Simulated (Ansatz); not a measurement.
# LiCa₃, space group I4/mmm: a charge-density difference against the sublattices

Computed with Ansatz 0.2.0, Python API.

Notebook, run cell by cell (the value of a cell's last expression is shown):

```python
import ansatz as az
import numpy as np
```

```python
VECTORS = np.array([
    [-2.599326, 2.599326, 5.559929],
    [2.599326, -2.599326, 5.559929],
    [2.599326, 2.599326, -5.559929],
])
SITES = [
    ("Li", [0.0, 0.0, 0.0]),
    ("Ca", [0.75, 0.25, 0.5]),
    ("Ca", [0.25, 0.75, 0.5]),
    ("Ca", [0.5, 0.5, 0.0]),
]
```

```python
def on_lattice(cell):
    crystal = az.Crystal(lattice=az.Lattice.of(cell))
    for symbol, position in SITES:
        crystal = crystal.atom(symbol, position)
    return crystal

# one cutoff and one grid for all runs, so that the fields can be subtracted
def solve(crystal):
    return (
        crystal.calculation()
        .functional("pbesol")
        .occupations(az.OccupationsMethod.FERMI_DIRAC, width=0.05)
        .basis(460, grid_basis="typed")
        .kpoints(6, 6, 6)
        .density()  # keep the density on its grid
        .run(threads=1)
    )
```

```python
whole = solve(on_lattice(VECTORS))
difference = whole.density().channels[0].density_e_per_ang3.copy()
binding = whole.report["free_energy_ev"]
for element in ["Li", "Ca"]:
    part = az.Crystal(lattice=az.Lattice.of(VECTORS))
    for symbol, position in SITES:
        if symbol == element:
            part = part.atom(symbol, position)
    alone = solve(part)
    difference -= alone.density().channels[0].density_e_per_ang3
    binding -= alone.report["free_energy_ev"]
    print(f"{element} sublattice: {alone.report['n_electrons']:g} electrons, {alone.report['n_iterations']} iterations")

voxel = abs(np.linalg.det(VECTORS)) / difference.size
print(f"energy of the crystal less its unpolarised sublattices: {binding / len(SITES):.4f} eV/atom")
print(f"net charge of the difference {difference.sum() * voxel:.5f} e, charge rearranged {0.5 * np.abs(difference).sum() * voxel:.3f} e")
print(f"extremes {difference.min():.4f} and {difference.max():.4f} e/A^3")
for (symbol, position) in SITES:
    index = tuple(int(round(p * n)) % n for p, n in zip(position, difference.shape))
    print(f"  change of the pseudo-density at the grid point nearest {symbol}: {difference[index]:+.4f} e/A^3")
```

    Li sublattice: 3 electrons, 6 iterations
    Ca sublattice: 30 electrons, 7 iterations
    energy of the crystal less its unpolarised sublattices: -0.5821 eV/atom
    net charge of the difference 0.00000 e, charge rearranged 0.326 e
    extremes -0.0113 and 0.0110 e/A^3
      change of the pseudo-density at the grid point nearest Li: +0.0020 e/A^3
      change of the pseudo-density at the grid point nearest Ca: -0.0068 e/A^3
      change of the pseudo-density at the grid point nearest Ca: -0.0068 e/A^3
      change of the pseudo-density at the grid point nearest Ca: -0.0065 e/A^3

Reading the output:
- The mesh is modest for a metal, so energies can be off by several to tens of meV an atom and pressures by half a GPa or more; differences at equal mesh fare better.
- Densities and potentials on the grid are those of the valence electrons, and inside the cores they hang on the potentials used.
- This cell is a computed structure, which may not be the phase found in nature.
- Charge moved counts every rearrangement, bonding and polarisation too, and is no transfer between atoms; the bare sublattices are artificial references. Values near the nuclei depend on the potentials.
- Timing: 8.3 s on 1 thread of Arm Neoverse V2 (shared host), peak memory 0.48 GiB.
